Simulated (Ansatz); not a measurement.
YMnO3:

```
Y Mn O
1.0
     3.63011    0.00000    0.00000
    -1.81506    3.14377    0.00000
     0.00000    0.00000   11.35350
Y Mn O
2 2 6
Direct
  0.00000 0.00000 0.50000
  0.00000 0.00000 0.00000
  0.66667 0.33333 0.75000
  0.33333 0.66667 0.25000
  0.66667 0.33333 0.91293
  0.33333 0.66667 0.41293
  0.66667 0.33333 0.58707
  0.33333 0.66667 0.08707
  0.00000 0.00000 0.75000
  0.00000 0.00000 0.25000
```

Measurements of this composition are mostly on another form, of space group No. 185.

- Program: Ansatz 0.2.0
- Task: relaxation of cell and atoms
- Functional: RPBE
- Potentials or basis: Ansatz PAW
- Cutoff: 420 eV (not typed: the program's choice for these potentials)
- k mesh: 8 × 8 × 3
- Occupations: fermi-dirac, width 0.05 eV
- Spin: collinear spin, ferromagnetic start
- Starting moments: [0.0, 0.0, 4.0, 4.0, 0.0, 0.0, 0.0, 0.0, 0.0, 0.0] μB

At the start: volume 12.96 Å³/atom.

Question: Where does the relaxation end?

Answer: It ends after 9 steps and the volume is 13.07 Å³/atom (+0.9 %); space group P6_3/mmc (No. 194, to 0.05 Å); moment 8.00 μB per cell.

Step by step:
```tsv
step	energy change (eV)	largest force (eV/Å)	volume (Å³)
1	0.0000	0.8820	129.57
2	-0.0446	0.1187	129.34
3	-0.0554	0.0850	130.44
4	-0.0579	0.0291	130.84
5	-0.0589	0.0031	130.62
6	-0.0588	0.0003	130.69
7	-0.0622	0.0004	130.69
8	-0.0620	0.0003	130.73
9	-0.0624	0.0003	130.73
```

Final structure:
```
Y Mn O
1.0
     3.63670    0.00000    0.00000
    -1.81835    3.14947    0.00000
     0.00000    0.00000   11.41378
Y Mn O
2 2 6
Direct
  0.00000 0.00000 0.50000
  0.00000 0.00000 0.00000
  0.66667 0.33333 0.75000
  0.33333 0.66667 0.25000
  0.66667 0.33333 0.91555
  0.33333 0.66667 0.41555
  0.66667 0.33333 0.58445
  0.33333 0.66667 0.08445
  0.00000 0.00000 0.75000
  0.00000 0.00000 0.25000
```

Caveat: the plane-wave basis is chosen anew once the cell has moved, so the energies of steps on either side of that aren't comparable; the pressure holds a Pulay correction of +0.5 GPa for the finite cutoff; only a ferromagnetic start was run, and an antiferromagnetic order may lie lower in energy; the PAW data sets come from PBE, with cores solved anew for the run's functional, which leaves a small shift of forces and pressure.
